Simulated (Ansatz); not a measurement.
Relaxation of a periodic cell of 63 atoms, Si₆₂B (host Si, host structure diamond, dopant B, one Si atom removed), cell charge -2, to a largest force component of 0.03 eV/Å in at most 60 steps.

All numbers below come from DFT PBE-D3(BJ), scalar-relativistic, plane waves, PAW in Ansatz. Settings: PAW set soft_1, cutoff 420 eV, k mesh 1x1x1, gaussian smearing 0.02 eV, spin collinear.

```xyz
63
Lattice="10.8600 0.0000 0.0000 0.0000 10.8600 0.0000 0.0000 0.0000 10.8600" Properties=species:S:1:pos:R:3:forces:R:3
Si 5.448 -0.052 0.012 -0.20 0.93 0.04
Si 6.760 1.396 1.365 0.43 -0.74 -0.61
Si 8.139 2.717 0.029 -0.25 0.19 -0.75
Si 9.510 4.054 1.349 0.25 0.68 -0.14
Si 8.126 0.025 2.686 -0.38 -0.25 0.51
Si 9.496 1.365 4.066 0.01 -0.13 0.30
Si -0.042 -0.049 0.005 0.28 0.49 0.12
Si 1.348 1.382 1.298 -0.07 0.00 0.59
Si 2.732 2.739 -0.028 -0.09 -0.22 0.01
Si 4.090 4.084 1.299 -0.65 0.01 0.88
Si 5.396 5.443 0.029 0.69 0.78 -0.26
Si 6.875 6.807 1.344 -1.01 -0.22 0.11
Si 8.211 8.148 0.031 -0.59 0.18 -0.82
Si 9.498 9.485 1.393 0.16 0.24 0.13
Si 2.728 0.023 2.735 1.06 0.49 0.78
B 4.091 1.354 4.108 -1.36 1.08 -1.30
Si 5.463 2.728 2.644 -0.85 -0.46 1.97
Si 6.839 4.069 4.087 -0.81 0.29 -0.39
Si 8.131 5.424 2.707 0.50 -0.01 0.02
Si 9.487 6.822 4.052 0.43 -0.52 0.04
Si 6.798 1.375 6.771 -0.30 -0.14 0.12
Si 8.133 2.756 5.456 0.28 -0.65 -0.17
Si 9.525 4.039 6.786 0.21 0.55 -0.01
Si 8.120 -0.004 8.146 -0.03 -0.11 -0.38
Si 9.506 1.345 9.488 -0.18 0.25 0.30
Si 0.088 5.463 -0.026 -0.77 -0.69 0.50
Si 1.382 6.769 1.371 -0.38 0.54 -0.16
Si 2.697 8.112 0.014 0.51 0.55 -0.18
Si 4.114 9.497 1.356 -0.83 -0.09 0.07
Si -0.012 2.748 2.728 0.41 -0.22 -0.14
Si 1.339 4.099 4.125 0.25 -0.02 -1.28
Si 2.697 5.477 2.692 0.46 -1.08 0.55
Si 4.046 6.792 4.109 0.43 0.18 -0.73
Si 5.453 8.173 2.700 -0.29 -0.89 -0.09
Si 6.721 9.462 4.051 0.65 0.90 0.39
Si 0.030 -0.029 5.432 -0.43 0.62 -0.05
Si 1.351 1.362 6.781 -0.05 -0.11 0.39
Si 2.640 2.721 5.415 1.89 -1.13 -0.30
Si 4.045 4.069 6.751 0.23 -0.25 0.04
Si 5.434 5.453 5.416 0.22 -0.36 0.30
Si 6.800 6.803 6.804 -0.05 -0.01 -0.31
Si 8.141 8.162 5.405 -0.24 0.23 0.34
Si 9.527 9.518 6.767 -0.44 -0.15 0.21
Si 2.709 -0.009 8.167 0.11 0.06 -0.49
Si 4.078 1.346 9.494 0.07 -0.27 0.30
Si 5.413 2.695 8.149 0.19 0.41 -0.43
Si 6.732 4.142 9.512 0.56 -0.73 -0.14
Si 8.162 5.419 8.103 -0.37 -0.26 0.25
Si 9.505 6.725 9.508 0.42 0.77 -0.34
Si 0.040 8.156 2.717 -0.33 -0.14 -0.03
Si 1.341 9.507 4.078 0.58 -0.04 -0.20
Si 0.053 5.438 5.434 -0.76 0.57 0.48
Si 1.379 6.864 6.789 -0.03 -1.01 0.24
Si 2.702 8.139 5.429 0.34 0.81 -0.03
Si 4.113 9.542 6.747 0.04 -0.05 0.11
Si 0.024 2.748 8.168 -0.13 -0.53 -0.22
Si 1.385 4.092 9.494 0.00 -0.13 0.05
Si 2.712 5.390 8.129 0.19 0.88 -0.28
Si 4.094 6.817 9.464 -0.82 -0.79 0.60
Si 5.430 8.123 8.181 0.18 0.64 -1.01
Si 6.728 9.509 9.496 1.14 -0.43 0.22
Si 0.037 8.176 8.126 -0.50 -0.09 0.45
Si 1.357 9.519 9.539 0.02 -0.37 -0.16
```

Where does it end, and by what steps?

It converged. Limits of this set-up: coarse k mesh, a typed lattice constant that wasn't relaxed here, charged cell in a uniform background, uncorrected. After 5 steps the energy has fallen by 2.708 eV; B16 moved furthest, 0.64 Å.

| step | energy less start (eV) | largest force component (eV/Å) | accepted |
| --- | --- | --- | --- |
| 0 | 0.0000 | 1.975 | yes |
| 1 | -1.7212 | 1.156 | yes |
| 2 | -2.3749 | 0.630 | yes |
| 3 | -2.5529 | 0.805 | yes |
| 4 | -2.7005 | 0.097 | yes |
| 5 | -2.7084 | 0.020 | yes |

```xyz
63
Lattice="10.8600 0.0000 0.0000 0.0000 10.8600 0.0000 0.0000 0.0000 10.8600" Properties=species:S:1:pos:R:3
Si 5.436 0.003 0.009
Si 6.750 1.364 1.418
Si 8.126 2.700 0.024
Si 9.493 4.071 1.363
Si 8.107 -0.010 2.761
Si 9.497 1.358 4.074
Si 0.015 0.005 0.008
Si 1.386 1.364 1.378
Si 2.722 2.721 0.000
Si 4.078 4.056 1.378
Si 5.437 5.427 0.008
Si 6.791 6.804 1.378
Si 8.155 8.148 0.015
Si 9.499 9.512 1.378
Si 2.826 0.158 2.820
B 3.728 1.712 3.721
Si 5.283 2.612 2.820
Si 6.749 4.015 4.070
Si 8.125 5.409 2.733
Si 9.506 6.794 4.072
Si 6.727 1.244 6.718
Si 8.113 2.677 5.442
Si 9.501 4.059 6.782
Si 8.138 0.005 8.133
Si 9.505 1.360 9.498
Si 0.008 5.432 0.001
Si 1.370 6.805 1.363
Si 2.740 8.172 0.024
Si 4.075 9.550 1.417
Si 0.005 2.719 2.713
Si 1.383 4.054 4.071
Si 2.720 5.432 2.714
Si 4.080 6.801 4.075
Si 5.447 8.189 2.759
Si 6.718 9.576 4.196
Si 0.016 0.004 5.430
Si 1.424 1.363 6.744
Si 2.826 2.612 5.276
Si 4.076 4.015 6.742
Si 5.436 5.424 5.429
Si 6.799 6.784 6.793
Si 8.138 8.160 5.426
Si 9.514 9.501 6.791
Si 2.766 -0.010 8.103
Si 4.080 1.357 9.492
Si 5.447 2.673 8.103
Si 6.787 4.055 9.492
Si 8.153 5.417 8.147
Si 9.508 6.790 9.502
Si 0.030 8.173 2.732
Si 1.423 9.549 4.069
Si 0.018 5.429 5.429
Si 1.388 6.805 6.782
Si 2.770 8.194 5.442
Si 4.208 9.584 6.712
Si 0.030 2.700 8.119
Si 1.369 4.070 9.487
Si 2.739 5.408 8.119
Si 4.079 6.793 9.498
Si 5.432 8.161 8.131
Si 6.797 9.500 9.508
Si 0.021 8.146 8.146
Si 1.383 9.509 9.492
```

Whether the end is a true minimum wasn't checked by a vibrational analysis.

Run time: 73 s on 4 threads of Arm Neoverse V1, on a shared host, peak memory 1.6 GiB.
